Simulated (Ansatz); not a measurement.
Consider an atomisation energy of GeH6O2Si, SMILES O[SiH2][GeH2][OH] (the Ansatz DFT code, driven from Python).

Contents of `geh6o2si.xyz`:
```text
10

O    -1.33556    0.58288   -1.20669
Si   -0.29979    1.17095   -0.09792
Ge    0.51631   -0.78402    0.88302
O     1.30982   -1.82053   -0.29242
H    -1.87149    1.14839   -1.75706
H    -1.00936    2.03306    0.84690
H     0.72643    1.98370   -0.75971
H     1.64703   -0.63492    1.87098
H    -0.49689   -1.67389    1.59976
H     0.81348   -2.00564   -1.08687
```

`tae_geh6o2si.py`
```python
"""Atomisation energy of GeH6O2Si at the given geometry."""

from collections import Counter

import ansatz as az

BASIS_SET = "cc-pVDZ"
METHOD = "MP2"


def single_point(molecule, charge=0, unpaired=0):
    calc = molecule.calculation().basis(gaussian=BASIS_SET).correlation(METHOD)
    if charge:
        calc = calc.charge(charge)
    if unpaired:
        calc = calc.spin("collinear", total=unpaired)
    report = calc.run(threads=1).report
    if report["published_state_doubts"]:
        print("  doubts:", report["published_state_doubts"])
    return report["free_energy_ev"]


def main() -> None:
    system = az.Crystal.molecule_from_extxyz("geh6o2si.xyz")

    # unpaired electrons of the ground-state atoms
    unpaired = {"O": 2, "Si": 2, "Ge": 2, "H": 1}
    counts = Counter(site.symbol for site in system.cartesian_sites)
    atom_energy = {s: single_point(az.Crystal.molecule().atom(s, (0, 0, 0)), 0, unpaired[s]) for s in counts}
    whole = single_point(system, 0, 0)
    for s, e in atom_energy.items():
        print(f"{s:2s} x{counts[s]}  {e:14.5f} eV")
    print(f"GeH6O2Si: {whole:.5f} eV")
    split = sum(counts[s] * e for s, e in atom_energy.items()) - whole
    print(f"atomisation energy (no zero-point term): {23.060548 * split:.1f} kcal/mol, {split / sum(counts.values()):.3f} eV an atom")


if __name__ == "__main__":
    main()
```

What does it cost to take this molecule apart into atoms?

690.6 kcal/mol from the electronic energies, without the zero-point term.

The output:

```console
$ python tae_geh6o2si.py
O  x2     -2037.97312 eV
Si x1     -7861.23376 eV
Ge x1    -56473.06295 eV
H  x6       -13.58606 eV
GeH6O2Si: -68521.70499 eV
atomisation energy (no zero-point term): 690.6 kcal/mol, 2.995 eV an atom
```

Total energies depend on the basis set; only differences at equal settings carry meaning. The geometry is a force-field or estimated start, not a minimum of this method, and the basis set is short of its limit. All parts are taken at fixed geometry, without zero-point energy. In double-zeta sets correlated atomisation energies come out some 10 to 15 % low. For Al to Cl the sets with a tight d function, cc-pV(X+d)Z, are usual. The whole script took 2.8 s on 1 thread of Arm Neoverse V2, on a shared host, peak memory 0.27 GiB.

(Lines on the test bed's own set-up are left out of the output.)
